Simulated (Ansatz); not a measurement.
# CH₉B₂NSi: basis-set convergence

An exercise on one series of results from a longer session: the logs are not shown, and one member is left open.

Method: one geometry, several basis sets; program: Ansatz 0.2.0, Gaussian basis.

Plan: PBE0-D4/def2-SVP; ωB97M-V/def2-SVP; PBE0-D4/def2-QZVPP; ωB97M-V/def2-QZVPP; the functionals' def2-TZVPP values are taken from earlier runs.

## The relaxed structure

All runs share one geometry, relaxed beforehand with PBE0-D4 in a triple-zeta def2 set.

SMILES `BN(B)[SiH2]C`, 14 atoms, charge 0, spin multiplicity 1.

Atoms are counted from 1 here; the program's logs count them from 0.

Bond lengths: B1–N2 1.423 Å, B1–H6 1.198 Å, B1–H7 1.196 Å, N2–B3 1.427 Å, N2–Si4 1.776 Å, B3–H8 1.195 Å, B3–H9 1.201 Å, Si4–C5 1.859 Å, Si4–H10 1.486 Å, Si4–H11 1.486 Å, C5–H12 1.092 Å, C5–H13 1.094 Å, C5–H14 1.092 Å. Angles: N2–B1–H6 120.3°, N2–B1–H7 119.0°, H6–B1–H7 120.7°, B1–N2–B3 120.2°, B1–N2–Si4 123.9°, B3–N2–Si4 115.9°, N2–B3–H8 120.0°, N2–B3–H9 119.0°, H8–B3–H9 121.0°, N2–Si4–C5 112.2°, N2–Si4–H10 107.6°, N2–Si4–H11 107.6°, C5–Si4–H10 110.4°, C5–Si4–H11 110.5°, H10–Si4–H11 108.3°, Si4–C5–H12 111.7°, Si4–C5–H13 108.9°, Si4–C5–H14 111.7° and more.

The first run:

in.yaml

```yaml
crystal:
  periodic: [false, false, false]
  atoms:
    - {symbol: B, position_ang: [-1.020117, 0.073209, 1.435795]}
    - {symbol: N, position_ang: [-0.108250, -0.657329, 0.622924]}
    - {symbol: B, position_ang: [0.284698, -1.977548, 0.994775]}
    - {symbol: Si, position_ang: [0.603096, -0.029069, -0.877744]}
    - {symbol: C, position_ang: [0.038393, 1.701353, -1.253664]}
    - {symbol: H, position_ang: [-1.353758, 1.180740, 1.125701]}
    - {symbol: H, position_ang: [-1.445946, -0.436299, 2.430018]}
    - {symbol: H, position_ang: [-0.150203, -2.471498, 1.991889]}
    - {symbol: H, position_ang: [1.053187, -2.576043, 0.292781]}
    - {symbol: H, position_ang: [2.080929, -0.071215, -0.726409]}
    - {symbol: H, position_ang: [0.219766, -0.951252, -1.978506]}
    - {symbol: H, position_ang: [0.319266, 2.398109, -0.461346]}
    - {symbol: H, position_ang: [0.510141, 2.034405, -2.182351]}
    - {symbol: H, position_ang: [-1.044204, 1.753237, -1.385062]}
basis:
  gaussian: {orbitals: def2-SVP}
hamiltonian: {xc: pbe0, dispersion: d4}
output: {orbitals: {seedname: orbitals}}
```

The run is started by

```console
> ansatz run in.yaml --threads 4 --pin off --events-out ev --progress --plain --max-ram 10444MiB
```

Among the steps run: PBE0-D4 in def2-SVP; ωB97M-V in def2-SVP; PBE0-D4 in def2-QZVPP; ωB97M-V in def2-QZVPP.

One table of the session follows, with a row left open; its other results are not shown here.

It belongs to the step «Functionals by basis». 

```
functional       basis  HOMO (eV)
   PBE0-D4    def2-SVP          ?
   PBE0-D4  def2-TZVPP      -8.84
   PBE0-D4  def2-QZVPP      -8.84
   ωB97M-V    def2-SVP     -11.03
   ωB97M-V  def2-TZVPP     -11.10
   ωB97M-V  def2-QZVPP     -11.10
```

**Question.** Estimate the row for PBE0-D4, def2-SVP.

As computed: HOMO (eV): -8.81. In the column «HOMO (eV)» it is the highest.
